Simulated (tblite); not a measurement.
# C16H32O12Si8: the cost of one run

Computed with tblite 0.8.0 and PySCF 2.14.0 and routines of our own; the level stands in each step. Atoms count from 0.

### Step 1. The system as given

68 atoms, charge 0, multiplicity 1; geometry from: force field, distance geometry or constructed start.

### Step 2. Optimising the geometry with GFN2-xTB

What the job is given:

```
{"job": {"kind": "relax", "xc": "GFN2-xTB", "basis": "xTB"}, "charge": 0, "multiplicity": 1}
C      0.680800    -3.358000     5.360700
C      0.552800    -2.641700     4.395300
Si     0.371400    -1.518600     2.884800
O      0.255600     0.038100     3.397700
Si     0.053900     1.598900     2.970000
C      0.024300     2.661600     4.540500
C      0.010600     3.334000     5.536500
O      1.307100     2.113900     2.030900
Si     2.147700     1.876100     0.638400
C      3.588100     3.129500     0.591000
C      4.475400     3.028800    -0.646200
O      2.774400     0.358000     0.596200
Si     2.454400    -1.252300     0.561400
C      4.123300    -2.192400     0.443400
C      4.956800    -1.854000    -0.780600
O      1.685700    -1.719600     1.935500
O      1.563600    -1.630300    -0.769700
Si     0.133300    -1.431900    -1.560500
C      0.161600    -2.493900    -3.143300
C      0.344900    -3.987400    -2.903400
O     -1.119400    -1.926800    -0.616000
Si    -1.957200    -1.697900     0.777500
C     -3.397200    -2.948700     0.829700
C     -4.391700    -2.832700    -0.330800
O     -0.996900    -1.960900     2.085000
O     -2.594900    -0.182800     0.828500
Si    -2.268100     1.433400     0.860700
C     -3.933300     2.370500     0.964200
C     -4.878100     2.115200    -0.204400
O     -1.374400     1.810200     2.189400
O     -1.493500     1.898400    -0.514900
Si    -0.180100     1.702600    -1.476400
C     -0.374000     2.835000    -3.006400
C     -1.605300     2.554400    -3.847200
O      1.188900     2.144800    -0.676100
O     -0.064900     0.146800    -1.999100
H      0.781300    -3.986300     6.210800
H     -0.003500     3.927900     6.422400
H      3.166700     4.134300     0.650400
H      4.194700     2.980400     1.488700
H      5.276200     3.774700    -0.591600
H      4.950200     2.036500    -0.717900
H      3.911400     3.207500    -1.565800
H      4.698600    -1.966600     1.349100
H      3.899100    -3.263800     0.458900
H      4.423200    -2.097500    -1.710000
H      5.224500    -0.795900    -0.809200
H      5.889000    -2.433500    -0.766800
H     -0.775600    -2.324500    -3.682900
H      0.976400    -2.129300    -3.781500
H      1.286900    -4.207100    -2.392200
H     -0.463800    -4.394100    -2.294700
H      0.346700    -4.525400    -3.860100
H     -2.974600    -3.962800     0.823200
H     -3.930900    -2.821800     1.773700
H     -3.895900    -2.980600    -1.294900
H     -4.853100    -1.845700    -0.347800
H     -5.176400    -3.570600    -0.230800
H     -4.424100     2.082900     1.903300
H     -3.712600     3.443400     1.022800
H     -4.434200     2.418500    -1.153400
H     -5.141000     1.054500    -0.278300
H     -5.801600     2.686400    -0.067900
H      0.524200     2.727100    -3.622000
H     -0.395300     3.875500    -2.651000
H     -1.604800     1.535000    -4.242300
H     -2.525000     2.691300    -3.272600
H     -1.641100     3.241600    -4.696200
```

The run is started by

```sh
$ OMP_NUM_THREADS=4 python large_run.py task.json out
```

The driver reads the jobs from task.json and runs them one after another.

Q: Estimate the wall time and peak memory of this first job on 4 threads of Arm Neoverse V2, shared host.

About 2.9 s, with a peak of 0.19 GiB.
